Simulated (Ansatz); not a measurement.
# [MoO3Cl]- (MoClO₃−): structure and electronic state

Aim: characterise [MoO3Cl]- (MoClO₃−) as a singlet: its structure, frontier levels and distribution of charge.

Program: Ansatz 0.2.0, Gaussian basis. Level of theory: RKS PBE0-D4/def2-TZVPD. These are calculated values, not measurements.

Plan: relaxation at r2SCAN-D4/def2-SVPD; a search for the lowest solution at PBE0-D4/def2-SVP; a single point at PBE0-D4/def2-TZVPD.

1 further run of the same task is left out (set aside as unsound or not needed). Runs told in other sessions of the task aren't counted.

## Step 1: The system as given

5 atoms, charge -1, spin multiplicity 1.

Atoms are counted from 1 here; the program's logs count them from 0.

Bond lengths: Mo1–O2 1.656 Å, Mo1–O3 1.656 Å, Mo1–O4 1.656 Å, Mo1–Cl5 2.239 Å. Angles: O2–Mo1–O3 114.4°, O2–Mo1–O4 114.4°, O2–Mo1–Cl5 103.9°, O3–Mo1–O4 114.4°, O3–Mo1–Cl5 103.9°, O4–Mo1–Cl5 103.9°.

Geometry (Å):

```
Mo    0.0982    0.1701    0.0704
O     0.0285    0.0143    1.7172
O     1.6220    0.0432   -0.5646
O    -0.7932    1.4265   -0.5360
Cl   -0.9555   -1.6542   -0.6871
```

Formally the metal is d0. Mo takes a core potential in the def2 sets. No spin-orbit coupling is included. The ion is computed in the gas phase, without counter-ions or solvent.

The start is a GFN2-xTB geometry.

## Step 2: Relaxation at r2SCAN-D4/def2-SVPD

in.yaml

```yaml
crystal:
  periodic: [false, false, false]
  atoms:
    - {symbol: Mo, position_ang: [0.098230, 0.170100, 0.070430]}
    - {symbol: O, position_ang: [0.028480, 0.014320, 1.717240]}
    - {symbol: O, position_ang: [1.621950, 0.043250, -0.564570]}
    - {symbol: O, position_ang: [-0.793190, 1.426520, -0.536030]}
    - {symbol: Cl, position_ang: [-0.955480, -1.654180, -0.687080]}
basis:
  gaussian: {orbitals: def2-SVPD}
total_charge: -1
hamiltonian: {xc: r2scan, dispersion: d4}
scf: {lower_state_search: "off"}
output: {orbitals: {seedname: orbitals}}
relax: {f_tol: 0.02, max_steps: 100}
```

Run with:

```
> ansatz run in.yaml --threads 4 --pin off --events-out ev --progress --plain --max-ram 3916MiB
```

Further steps of the session: Searching for the lowest solution, PBE0-D4/def2-SVP; Single point, PBE0-D4/def2-TZVPD.

Before running them: what should the planned runs give, taken together? Wanted: point group; near neighbours of the metal; HOMO, LUMO at PBE0-D4/def2-TZVPD; charge on the metal.

As calculated:

```
                                          quantity                              value
                                       point group                                C3v
                      near neighbours of the metal  O 1.73, O 1.73, O 1.73, Cl 2.37 Å
                  HOMO, LUMO at PBE0-D4/def2-TZVPD                     -3.70, 2.96 eV
charge on the metal (Mulliken, PBE0-D4/def2-TZVPD)                            +2.18 e
```

The molecule keeps its bonding pattern by the stored test; the atoms moved 0.13 Å (rms). The metal has 4 near neighbours by the distance rule, from 1.73 to 2.37 Å. The Mulliken charge of the metal, +2.18 e, depends on the basis and isn't its oxidation state. No usable vibrations, so a minimum isn't proven. The HOMO lies nearest to O2, O3, O4 about 33 % each and the LUMO to Mo1 55 %; O2 18 %. Whether this spin is the lowest isn't tested here.
